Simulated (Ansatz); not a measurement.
# Ba2CaAgC6N6: the cost of one run

Program: Ansatz 0.2.0. Level of theory: DFT PBE, scalar-relativistic, plane waves, PAW. These are calculated values, not measurements.

## 1. Starting point

The structure is cubic, space group Fm-3m (No. 225). The conventional cell has a = 10.792 Å, b = 10.792 Å, c = 10.792 Å, α = 90.00°, β = 90.00°, γ = 90.00°. Ba (site symmetry -43m) is surrounded by 12 N at 3.86 Å and 12 C at 3.86 Å. Ca (site symmetry m-3m) has 6 C at 2.11 Å in its first shell of neighbours. Ag (site symmetry m-3m) has 6 N at 2.12 Å in its first shell of neighbours. Around C (site symmetry 4mm) lie 1 N at 1.17 Å. Around N (site symmetry 4mm) lie 1 C at 1.17 Å.

As a file:

```cif
data_structure
_symmetry_space_group_name_H-M 'Fm-3m'
_symmetry_Int_Tables_number 225
_cell_length_a 10.7920
_cell_length_b 10.7920
_cell_length_c 10.7920
_cell_angle_alpha 90.000
_cell_angle_beta 90.000
_cell_angle_gamma 90.000
_cell_volume 1256.91
loop_
_atom_site_label
_atom_site_type_symbol
_atom_site_symmetry_multiplicity
_atom_site_Wyckoff_symbol
_atom_site_fract_x
_atom_site_fract_y
_atom_site_fract_z
_atom_site_occupancy
Ba1 Ba 8 c 0.25000 0.75000 0.75000 1
Ca1 Ca 4 a 0.00000 0.00000 0.00000 1
Ag1 Ag 4 b 0.50000 0.00000 0.00000 1
C1 C 24 e 0.19514 0.00000 0.00000 1
N1 N 24 e 0.30356 0.00000 0.00000 1
```

The cell is invented: cyanide-bridged rock-salt net of two metals, 2 guest cations a cell (Fm-3m, No. 225). Its size is a rough estimate.

## 2. A first look at the guess

Contents of input.yaml:

```yaml
crystal:
  lattice:
    - [0.0, 5.396, 5.396]
    - [5.396, 0.0, 5.396]
    - [5.396, 5.396, 0.0]
  atoms:
    - { symbol: Ba, position: [0.25, 0.25, 0.25] }
    - { symbol: Ba, position: [0.75, 0.75, 0.75] }
    - { symbol: Ca, position: [0.0, 0.0, 0.0] }
    - { symbol: Ag, position: [0.5, 0.5, 0.5] }
    - { symbol: C, position: [0.80485545, 0.19514455, 0.19514455] }
    - { symbol: C, position: [0.19514455, 0.80485545, 0.19514455] }
    - { symbol: C, position: [0.19514455, 0.19514455, 0.80485545] }
    - { symbol: C, position: [0.19514455, 0.80485545, 0.80485545] }
    - { symbol: C, position: [0.80485545, 0.19514455, 0.80485545] }
    - { symbol: C, position: [0.80485545, 0.80485545, 0.19514455] }
    - { symbol: "N", position: [0.69644181, 0.30355819, 0.30355819] }
    - { symbol: "N", position: [0.30355819, 0.69644181, 0.30355819] }
    - { symbol: "N", position: [0.30355819, 0.30355819, 0.69644181] }
    - { symbol: "N", position: [0.30355819, 0.69644181, 0.69644181] }
    - { symbol: "N", position: [0.69644181, 0.30355819, 0.69644181] }
    - { symbol: "N", position: [0.69644181, 0.69644181, 0.30355819] }
basis:
  ecutwfc: 420
kpoints:
  mp_grid: { grid: [4, 4, 4] }
hamiltonian:
  xc: pbe
scf:
  occupations: { method: gaussian, width: 0.1 }
  lower_state_search: "off"
output:
  forces: true
  stress: true
  eigenvalues: true
```

Launch:

```console
$ ansatz run input.yaml --threads 1 --pin off --max-ram 2560MiB --backend cpu --events-out ev --progress --plain --runs-dir out
```

What time and memory should one allow on 1 thread of Intel Xeon 6975P-C (Granite Rapids), shared host?

About 8.5 s, with a peak of 0.68 GiB.
